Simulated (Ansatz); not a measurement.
# C2H5GeN: the cost of one run

Computed with Ansatz 0.2.0, Gaussian basis. Level: the settings change from run to run.

## 1. The geometry

The structure was relaxed beforehand with PBE0-D4 in a triple-zeta def2 set.

SMILES `C1=[N][GeH2][CH2]1`, 9 atoms, charge 0, spin multiplicity 1.

Atoms are counted from 1 here; the program's logs count them from 0.

Bond lengths: C1–N2 1.278 Å, C1–C4 1.512 Å, C1–H5 1.098 Å, N2–Ge3 1.910 Å, Ge3–C4 1.983 Å, Ge3–H6 1.538 Å, Ge3–H7 1.538 Å, C4–H8 1.092 Å, C4–H9 1.092 Å. Angles: N2–C1–C4 114.8°, N2–C1–H5 121.7°, C4–C1–H5 123.5°, C1–N2–Ge3 89.9°, N2–Ge3–C4 74.4°, N2–Ge3–H6 115.0°, N2–Ge3–H7 115.0°, C4–Ge3–H6 118.6°, C4–Ge3–H7 118.6°, H6–Ge3–H7 110.9°, C1–C4–Ge3 80.9°, C1–C4–H8 114.5°, C1–C4–H9 114.5°, Ge3–C4–H8 117.9°, Ge3–C4–H9 117.9°, H8–C4–H9 108.9°.

## 2. wPBEh/6-31G*

This run has charge -1, multiplicity 2, high accuracy.

in.yaml

```yaml
crystal:
  periodic: [false, false, false]
  atoms:
    - {symbol: C, position_ang: [-0.186793, -0.549715, -1.075063]}
    - {symbol: N, position_ang: [1.035909, -0.182485, -1.141527]}
    - {symbol: Ge, position_ang: [0.903932, 0.560555, 0.613007]}
    - {symbol: C, position_ang: [-0.885366, -0.197111, 0.218468]}
    - {symbol: H, position_ang: [-0.675603, -1.079484, -1.903385]}
    - {symbol: H, position_ang: [1.056471, 2.089143, 0.684061]}
    - {symbol: H, position_ang: [1.776040, -0.127037, 1.676749]}
    - {symbol: H, position_ang: [-1.720495, 0.497355, 0.107037]}
    - {symbol: H, position_ang: [-1.215593, -1.057721, 0.803652]}
basis:
  gaussian: {orbitals: "6-31G*"}
total_charge: -1
magnetization: {spin_polarized: true, initial_magnetization: 1}
hamiltonian: {xc: {name: wPBEh}}
accuracy: high
```

Command:

```bash
> ansatz run in.yaml --threads 2 --pin off --events-out ev --progress --plain --max-ram 4352MiB
```

Q: Estimate wall time and peak memory on 2 threads of Arm Neoverse V1, shared host.

About 25 s, with a peak of 0.53 GiB.
